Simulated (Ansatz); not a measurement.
# CuPt: the cost of one run

Computed with Ansatz 0.2.0 (DFT r2SCAN, scalar-relativistic, plane waves, PAW, unless a step's input says otherwise).

1 further run of the same task is left out (set aside as unsound or not needed).

### Step 1. The system as given

The structure is trigonal, space group R-3m (No. 166). The conventional cell has a = 2.720 Å, b = 2.720 Å, c = 12.756 Å, α = 90.00°, β = 90.00°, γ = 120.00°. Around Cu (site symmetry -3m) lie 6 Pt at 2.64 Å and 6 Cu at 2.72 Å. Around Pt (site symmetry -3m) lie 6 Cu at 2.64 Å and 6 Pt at 2.72 Å.

Coordinates:

```
CELL_PARAMETERS angstrom
1.35979 0.78508 4.25191
-1.35979 0.78508 4.25191
0.00000 -1.57015 4.25191
ATOMIC_POSITIONS crystal
Cu 0.00000 0.00000 0.00000
Pt 0.50000 0.50000 0.50000
```

It goes back to an entry of the Materials Project, which need not be the stable form.

This cell was relaxed beforehand with the same method: volume 13.62 Å³/atom, gap on the mesh none (metal).

### Step 2. Volume × 0.97

Input file input.yaml:

```yaml
crystal:
  lattice:
    - [1.3460566942, 0.7771461947, 4.2089554172]
    - [-1.3460566942, 0.7771461947, 4.2089554172]
    - [0.0, -1.5542923894, 4.2089554172]
  atoms:
    - { symbol: Cu, position: [0.0, 0.0, 0.0] }
    - { symbol: Pt, position: [0.5, 0.5, 0.5] }
basis:
  ecutwfc: 500
kpoints:
  mp_grid: { grid: [18, 18, 18] }
hamiltonian:
  xc: r2scan
scf:
  occupations: { method: gaussian, width: 0.1 }
output:
  forces: true
  stress: true
  eigenvalues: true
relax:
  adjacent_minimum: "off"
  f_tol: 0.01
  max_steps: 30
  cell: { stress_tol: 0.1, fix: [volume] }
```

Launch:

```bash
$ ansatz run input.yaml --threads 1 --pin off --max-ram 2560MiB --backend cpu --events-out ev --progress --plain --runs-dir out
```

Q: Estimate wall time and peak memory on 1 thread of Intel Xeon 6975P-C (Granite Rapids), shared host.

About 77 s, with a peak of 0.77 GiB.
